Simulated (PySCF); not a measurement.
# C₄H₃F₃O₂S: excited states, first hyperpolarisability

Wanted: excited states, first hyperpolarisability for C₄H₃F₃O₂S (`C=C=CS(=O)(=O)C(F)(F)F`).

Computed with PySCF 2.14.0 and routines of our own; the level stands in each step. Atoms count from 0.

### Step 1. The starting structure

13 atoms, charge 0, multiplicity 1; geometry from: GFN2-xTB.

### Step 2. Relaxing the molecule at PBE0-D3(BJ)/def2-SVP

The job: settings as JSON, then the geometry in Å.

```
{"job": {"xc": "PBE0", "basis": "def2-SVP", "d3": "d3bj", "grid": 2, "kind": "geom"}, "charge": 0, "multiplicity": 1}
C      2.560239    -0.292704    -0.394516
C      1.545270    -0.051662     0.363801
C      0.485824     0.226208     1.050269
S     -0.891011     0.992193     0.208264
O     -0.469070     1.696233    -0.957876
O     -1.764184     1.620235     1.144768
C     -1.798247    -0.558865    -0.414927
F     -2.105937    -1.339613     0.621715
F     -0.985670    -1.251423    -1.215558
F     -2.905226    -0.265557    -1.075960
H      3.362418     0.417359    -0.505627
H      2.651793    -1.221660    -0.932288
H      0.309413     0.029742     2.090208
```

Started as:

```sh
$ OMP_NUM_THREADS=1 python excited_run.py task.json out
```

The driver reads the jobs from task.json and runs them one after another.

Log:

```text
step   0  E = -1000.91594522  max force = 0.029882
step   1  E = -1000.92031668  max force = 0.005694
step   2  E = -1000.92095861  max force = 0.002615
step   3  E = -1000.92108316  max force = 0.001483
step   4  E = -1000.92111227  max force = 0.000806
step   5  E = -1000.92115000  max force = 0.000879
step   6  E = -1000.92119171  max force = 0.002019
step   7  E = -1000.92121344  max force = 0.001678
step   8  E = -1000.92122502  max force = 0.000705
step   9  E = -1000.92122938  max force = 0.000333
optimisation converged
```

Wall time 2.2 min (1 thread of Arm Neoverse V1, shared host); peak memory 0.8 GiB.

Step by step:

```
step  energy from step 0 (eV)  largest force component (eV/Å)
   0                   0.0000                          1.5366
   1                  -0.1190                          0.2928
   2                  -0.1364                          0.1345
   3                  -0.1398                          0.0763
   4                  -0.1406                          0.0414
   5                  -0.1416                          0.0452
   6                  -0.1428                          0.1038
   7                  -0.1434                          0.0863
   8                  -0.1437                          0.0363
   9                  -0.1438                          0.0171
```

Close pairs (by a distance rule), those that changed most:

```
  bond  before (Å)  after (Å)  change (Å)
 S3–C6       1.902      1.865      -0.036
 S3–O5       1.426      1.452      +0.026
 S3–O4       1.426      1.451      +0.025
C2–H12       1.073      1.094      +0.021
C0–H10       1.077      1.095      +0.018
C0–H11       1.077      1.095      +0.017
 C1–C2       1.293      1.309      +0.016
 C2–S3       1.786      1.773      -0.014
```

The end geometry stands in the next job.

```
                         at the end point                value
  point group (found at 0.08 Å tolerance)                   C1
rotational constants (GHz, main isotopes)  1.804, 0.930, 0.816
                        dipole moment (D)                 4.47
```

### Step 3. Excited states: TDA CAM-B3LYP/aug-cc-pVDZ

The job: settings as JSON, then the geometry in Å.

```
{"job": {"kind": "states", "xc": "CAM-B3LYP", "basis": "aug-cc-pVDZ", "tda": true, "soc": true, "nstates": 6, "ntriplets": 5, "nquad": 4}, "charge": 0, "multiplicity": 1}
C      2.698336    -0.283983    -0.349711
C      1.593369    -0.103096     0.314187
C      0.471971     0.099891     0.957567
S     -0.848708     0.940188     0.125526
O     -0.374235     1.512916    -1.120557
O     -1.602217     1.690153     1.114805
C     -1.944594    -0.489001    -0.360571
F     -2.254989    -1.195004     0.715529
F     -1.314958    -1.268209    -1.222342
F     -3.042520    -0.012298    -0.909334
H      3.478325     0.483887    -0.356233
H      2.863786    -1.201269    -0.923535
H      0.274086    -0.172544     1.998306
```

With the program's defaults for keys left out, this is: TDA CAM-B3LYP/aug-cc-pVDZ excited states, vertical, gas phase, spin-orbit mean-field couplings.

Log:

```text
coarse grid: 13264 points
cycle   1  E = -1001.6950261589  dE =  2.708e+00  |g| = 1.491e+00  |ddm| = 1.055e+01
cycle   2  E = -1000.8707607959  dE =  8.243e-01  |g| = 2.650e+00  |ddm| = 7.481e+00
cycle   3  E = -1002.1246025656  dE = -1.254e+00  |g| = 1.585e-01  |ddm| = 5.187e+00
cycle   4  E = -1002.1270515916  dE = -2.449e-03  |g| = 1.200e-01  |ddm| = 5.707e-01
cycle   5  E = -1002.1297718575  dE = -2.720e-03  |g| = 1.447e-02  |ddm| = 2.180e-01
cycle   6  E = -1002.1298158631  dE = -4.401e-05  |g| = 6.051e-03  |ddm| = 4.629e-02
cycle   7  E = -1002.1298227616  dE = -6.899e-06  |g| = 2.932e-03  |ddm| = 1.460e-02
final grid: 129928 points
cycle   8  E = -1002.1376270332  dE = -2.065e-05  |g| = 5.535e-03  |ddm| = 1.182e-01
cycle   9  E = -1002.1376186178  dE =  8.415e-06  |g| = 8.827e-03  |ddm| = 2.346e-02
cycle  10  E = -1002.1376328888  dE = -1.427e-05  |g| = 7.729e-04  |ddm| = 1.290e-02
cycle  11  E = -1002.1376330067  dE = -1.179e-07  |g| = 1.813e-04  |ddm| = 1.821e-03
cycle  12  E = -1002.1376330127  dE = -6.053e-09  |g| = 9.015e-05  |ddm| = 5.122e-04
cycle  13  E = -1002.1376330146  dE = -1.861e-09  |g| = 2.033e-05  |ddm| = 2.214e-04
cycle  14  E = -1002.1376330147  dE = -1.658e-10  |g| = 1.160e-05  |ddm| = 7.173e-05
converged SCF energy = -1002.1376330147

Singlet excitations
state   eV       nm        f     d(h-e)  d(exc)  Lambda  PR(NTO)  |dmu|/D   mu/D   main configurations
  1   5.4439   227.7   0.00023   0.507   2.657   0.536   1.059    1.081    5.676   H->L 0.80
  2   6.1706   200.9   0.00031   0.811   2.638   0.527   1.050    2.176    3.314   H-1->L+1 0.84
  3   6.7813   182.8   0.00221   1.177   2.999   0.471   1.149    3.692    1.849   H-2->L 0.54, H-3->L 0.17, H->L 0.11
  4   6.9928   177.3   0.02718   1.180   3.261   0.670   1.874    3.670    1.819   H->L+1 0.50, H-1->L 0.27
  5   7.1485   173.4   0.05312   1.715   3.195   0.485   1.368                     H-3->L 0.54, H-2->L 0.17, H->L+1 0.14
  6   7.5016   165.3   0.17959   1.228   3.890   0.365   1.324                     H->L+2 0.65, H-1->L 0.09

Triplet excitations (Tamm-Dancoff)
state   eV     d(h-e)  d(exc)  Lambda  PR(NTO)   main configurations
  1   4.4135   0.020   2.240   0.633   1.578   H->L+1 0.45, H-1->L 0.18, H-2->L+1 0.08
  2   4.6605   0.186   2.270   0.716   1.568   H-1->L 0.65, H->L+1 0.16
  3   5.0663   0.583   2.603   0.534   1.038   H->L 0.78
  4   5.8123   0.790   2.602   0.522   1.047   H-1->L+1 0.85
  5   6.4446   1.164   2.932   0.463   1.105   H-2->L 0.53, H-3->L 0.17, H->L 0.11
S1 - T1 = 1.0304 eV

Spin-orbit couplings |<S|Hso|T>| (cm-1)
             T1       T2       T3       T4       T5
S0        1.921    1.577    6.314    8.501   10.413
S1        3.569    2.152    0.407    0.345    9.594
S2        0.882    4.861    1.049    0.705    1.737
S3        1.823    7.654   10.232    4.234    3.506
S4        1.926    3.471    3.883    4.254    9.469
S5        4.257    6.852    8.755    4.372   26.380
S6        2.561    1.536    3.783    3.183    9.985
T1 sublevels (cm-1): 0.000 0.003 0.007   radiative rates (1/s): 0.075 0.0621 0.328
```

Run time: 80 s. Hardware: 1 thread of Arm Neoverse V1, shared host; peak memory 1.2 GiB.

In short:

```
  quantity    value
S1 less T1  1.03 eV
```

### Step 4. Excited states: TDDFT CAM-B3LYP/aug-cc-pVDZ

Settings changed since step 3:

```diff
@@ -1,2 +1,2 @@
-{"job": {"kind": "states", "xc": "CAM-B3LYP", "basis": "aug-cc-pVDZ", "tda": true, "soc": true, "nstates": 6, "ntriplets": 5, "nquad": 4}, "charge": 0, "multiplicity": 1}
+{"job": {"kind": "states", "xc": "CAM-B3LYP", "basis": "aug-cc-pVDZ", "tpa": true, "nstates": 8, "nquad": 6, "ntriplets": 0}, "charge": 0, "multiplicity": 1}
 C      2.698336    -0.283983    -0.349711
```

Method: TDDFT CAM-B3LYP/aug-cc-pVDZ excited states, vertical, gas phase, two-photon moments by quadratic response.

Log:

```text
coarse grid: 13264 points
cycle   1  E = -1001.6950261589  dE =  2.708e+00  |g| = 1.491e+00  |ddm| = 1.055e+01
cycle   2  E = -1000.8707607959  dE =  8.243e-01  |g| = 2.650e+00  |ddm| = 7.481e+00
cycle   3  E = -1002.1246025656  dE = -1.254e+00  |g| = 1.585e-01  |ddm| = 5.187e+00
cycle   4  E = -1002.1270515916  dE = -2.449e-03  |g| = 1.200e-01  |ddm| = 5.707e-01
cycle   5  E = -1002.1297718575  dE = -2.720e-03  |g| = 1.447e-02  |ddm| = 2.180e-01
cycle   6  E = -1002.1298158631  dE = -4.401e-05  |g| = 6.051e-03  |ddm| = 4.629e-02
cycle   7  E = -1002.1298227616  dE = -6.899e-06  |g| = 2.932e-03  |ddm| = 1.460e-02
final grid: 129928 points
cycle   8  E = -1002.1376270332  dE = -2.065e-05  |g| = 5.535e-03  |ddm| = 1.182e-01
cycle   9  E = -1002.1376186178  dE =  8.415e-06  |g| = 8.827e-03  |ddm| = 2.346e-02
cycle  10  E = -1002.1376328888  dE = -1.427e-05  |g| = 7.729e-04  |ddm| = 1.290e-02
cycle  11  E = -1002.1376330067  dE = -1.179e-07  |g| = 1.813e-04  |ddm| = 1.821e-03
cycle  12  E = -1002.1376330127  dE = -6.053e-09  |g| = 9.015e-05  |ddm| = 5.122e-04
cycle  13  E = -1002.1376330146  dE = -1.861e-09  |g| = 2.033e-05  |ddm| = 2.214e-04
cycle  14  E = -1002.1376330147  dE = -1.658e-10  |g| = 1.160e-05  |ddm| = 7.173e-05
converged SCF energy = -1002.1376330147

Singlet excitations
state   eV       nm        f     d(h-e)  d(exc)  Lambda  PR(NTO)  |dmu|/D   mu/D   delta(TPA)   sigma/GM   main configurations
  1   5.4203   228.7   0.00018   0.496   2.655   0.536   1.071    1.092    5.684        0.81      0.009   H->L 0.81
  2   6.1439   201.8   0.00033   0.821   2.641   0.528   1.030    2.175    3.318        3.25      0.045   H-1->L+1 0.84
  3   6.7278   184.3   0.00543   0.899   3.017   0.552   1.687    2.753    2.348       39.30      0.652   H-2->L 0.32, H->L+1 0.21, H-1->L 0.11
  4   6.8382   181.3   0.01633   1.089   3.117   0.602   1.692    3.397    2.108       40.21      0.689   H->L+1 0.34, H-2->L 0.27, H-1->L 0.21
  5   7.1054   174.5   0.12600   1.634   3.146   0.507   1.302    4.846    0.914       20.35      0.376   H-3->L 0.47, H-2->L 0.16, H-1->L 0.12
  6   7.3485   168.7   0.85271   0.741   3.034   0.624   1.952    2.471    2.605       51.38      1.016   H-1->L 0.44, H->L+1 0.23, H-3->L 0.16
  7   7.5155   165.0   0.02797   1.158   3.950   0.302   1.152                                            H->L+2 0.78
  8   7.5936   163.3   0.01028   1.820   3.194   0.318   1.084                                            H-4->L 0.82
```

Wall time 1.7 min (1 thread of Arm Neoverse V1, shared host); peak memory 1.1 GiB.

### Step 5. First hyperpolarisability: quadratic response CAM-B3LYP/aug-cc-pVDZ

Settings changed since step 4:

```diff
@@ -1,2 +1,2 @@
-{"job": {"kind": "states", "xc": "CAM-B3LYP", "basis": "aug-cc-pVDZ", "tpa": true, "nstates": 8, "nquad": 6, "ntriplets": 0}, "charge": 0, "multiplicity": 1}
+{"job": {"kind": "beta", "xc": "CAM-B3LYP", "basis": "aug-cc-pVDZ"}, "charge": 0, "multiplicity": 1}
 C      2.698336    -0.283983    -0.349711
```

With the program's defaults for keys left out, this is: quadratic response CAM-B3LYP/aug-cc-pVDZ first hyperpolarisability, Taylor convention, gas phase.

Log:

```text
coarse grid: 13264 points
cycle   1  E = -1001.6950261589  dE =  2.708e+00  |g| = 1.491e+00  |ddm| = 1.055e+01
cycle   2  E = -1000.8707607959  dE =  8.243e-01  |g| = 2.650e+00  |ddm| = 7.481e+00
cycle   3  E = -1002.1246025656  dE = -1.254e+00  |g| = 1.585e-01  |ddm| = 5.187e+00
cycle   4  E = -1002.1270515916  dE = -2.449e-03  |g| = 1.200e-01  |ddm| = 5.707e-01
cycle   5  E = -1002.1297718575  dE = -2.720e-03  |g| = 1.447e-02  |ddm| = 2.180e-01
cycle   6  E = -1002.1298158631  dE = -4.401e-05  |g| = 6.051e-03  |ddm| = 4.629e-02
cycle   7  E = -1002.1298227616  dE = -6.899e-06  |g| = 2.932e-03  |ddm| = 1.460e-02
final grid: 129928 points
cycle   8  E = -1002.1376270332  dE = -2.065e-05  |g| = 5.535e-03  |ddm| = 1.182e-01
cycle   9  E = -1002.1376186178  dE =  8.415e-06  |g| = 8.827e-03  |ddm| = 2.346e-02
cycle  10  E = -1002.1376328888  dE = -1.427e-05  |g| = 7.729e-04  |ddm| = 1.290e-02
cycle  11  E = -1002.1376330067  dE = -1.179e-07  |g| = 1.813e-04  |ddm| = 1.821e-03
cycle  12  E = -1002.1376330127  dE = -6.053e-09  |g| = 9.015e-05  |ddm| = 5.122e-04
cycle  13  E = -1002.1376330146  dE = -1.861e-09  |g| = 2.033e-05  |ddm| = 2.214e-04
cycle  14  E = -1002.1376330147  dE = -1.658e-10  |g| = 1.160e-05  |ddm| = 7.173e-05
converged SCF energy = -1002.1376330147

Lowest singlets (eV, f): 5.4203 0.0002  6.1439 0.0003  6.7278 0.0054

First hyperpolarisability (au)
process     nm      |vector|   parallel      HRS      DR
static         -      254.68    -128.13      95.38   7.711
shg       1907.0      265.11    -133.62       99.4   7.632
eope      1907.0      258.07    -129.92          -       -
shg       1064.0      291.09     -147.3     109.44   7.456
eope      1064.0      265.88    -134.02          -       -
```

Wall time 74 s (1 thread of Arm Neoverse V1, shared host); peak memory 1.1 GiB.

### Step 6. Outcome

| quantity | value |
| --- | --- |
| point group | C1 |
| rotational constants (main isotopes) | 1.80, 0.93, 0.82 GHz |
| S1 less T1 (step 3, TDA CAM-B3LYP/aug-cc-pVDZ) | 1.03 eV |
| β vector (step 5, quadratic response CAM-B3LYP/aug-cc-pVDZ) | static 255, SHG 1907.0 nm 265, SHG 1064.0 nm 291 au |

What this shows: Over 9 steps the energy fell by 0.144 eV; of the close pairs, S3–C6 changed most, 1.902 to 1.865 Å. In step 3, the number of triplets below S1 is 3, and the largest singlet-triplet spin-orbit coupling is S5–T5, 26.38 cm⁻¹. β grows from 255 au (static) to 291 au for doubling at 1064.0 nm: normal dispersion, which grows as twice the photon energy moves toward the bright states.
